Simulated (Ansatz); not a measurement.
# InP: pressure up to the limit of the methods

The task here is to estimate one member of a computed series from the others.

Method: DFT PBE, with the methods named in each step, in Ansatz 0.2.0.

### The system as given

Symmetry: F-43m, No. 216, cubic system. Conventional cell: a = 5.937 Å, b = 5.937 Å, c = 5.937 Å, α = 90.00°, β = 90.00°, γ = 90.00°. Around In (site symmetry -43m) lie 4 P at 2.57 Å. Around P (site symmetry -43m) lie 4 In at 2.57 Å.

Structure file:

```cif
data_structure
_symmetry_space_group_name_H-M 'F-43m'
_symmetry_Int_Tables_number 216
_cell_length_a 5.9370
_cell_length_b 5.9370
_cell_length_c 5.9370
_cell_angle_alpha 90.000
_cell_angle_beta 90.000
_cell_angle_gamma 90.000
_cell_volume 209.27
loop_
_atom_site_label
_atom_site_type_symbol
_atom_site_symmetry_multiplicity
_atom_site_Wyckoff_symbol
_atom_site_fract_x
_atom_site_fract_y
_atom_site_fract_z
_atom_site_occupancy
In1 In 4 a 0.00000 0.00000 0.00000 1
P1 P 4 d 0.25000 0.25000 0.75000 1
```

The file gives the conventional cell by its symmetry; the runs use the cell typed in the input.

Whether this phase is the stable one at these pressures isn't tested.

Atoms are numbered in the order of the input: In1, P2.

Set-up of the first run:

input.yaml reads:

```yaml
crystal:
  lattice:
    - [0.0, 2.9685087443, 2.9685087443]
    - [2.9685087443, 0.0, 2.9685087443]
    - [2.9685087443, 2.9685087443, 0.0]
  atoms:
    - { symbol: In, position: [0.0, 0.0, 0.0] }
    - { symbol: P, position: [0.25, 0.25, 0.25] }
kpoints:
  mp_grid: { grid: [11, 11, 11] }
scf:
  occupations: { method: fermi_dirac, width: 0.1 }
hamiltonian:
  xc: pbe
  pseudopotentials: { kind: paw }
output:
  forces: true
  stress: true
  write_density: true
  write_potential: true
  elf: true
  volumetric_format: npy
relax:
  f_tol: 0.005
  max_steps: 40
  cell: {}
```

The run is started by

```console
$ ansatz run input.yaml --threads 1 --pin off --max-ram 2048MiB --backend cpu --events-out ev --progress --plain --runs-dir out
```

Among the steps run: Cell relaxed at zero pressure, PAW; Volume scaled by 1, PAW; Volume scaled by 1, PAW (cutoff 300 eV); Volume scaled by 0.94, PAW; Volume scaled by 0.88, PAW; Volume scaled by 0.8, PAW; Volume scaled by 0.72, PAW; Volume scaled by 0.64, PAW; Volume scaled by 0.55, PAW; Volume scaled by 0.55, PAW (core large).

One table of the session follows, with a row left open; its other results are not shown here.

 The rows PAW, 0.55 and PAW (core large), 0.55 agree to the last digit and may rest on the same set-up.

```
             method  volume over the first  volume (Å³/atom)  pressure (GPa)  gap on the k mesh (eV)
                PAW                      1            26.462            0.00                    0.44
                PAW                   0.94            24.874            4.24                    0.78
                PAW                   0.88            23.286           10.21                    1.13
                PAW                    0.8            21.169           22.14                    1.44
                PAW                   0.72            19.053           41.19                    1.17
                PAW                   0.64            16.936           72.37                    0.83
                PAW                   0.55            14.554          134.14                    0.33
   PAW (core large)                   0.55            14.554          134.14                    0.33
PAW (cutoff 300 eV)                      1                 ?               ?                       ?
```

**Question.** Estimate the row for PAW (cutoff 300 eV), 1.

As computed: volume (Å³/atom): 26.462; pressure (GPa): 0.07; gap on the k mesh (eV): 0.46.

Caveats from the session: Warnings in the runs' records: cutoff below recommended, datasets by core.
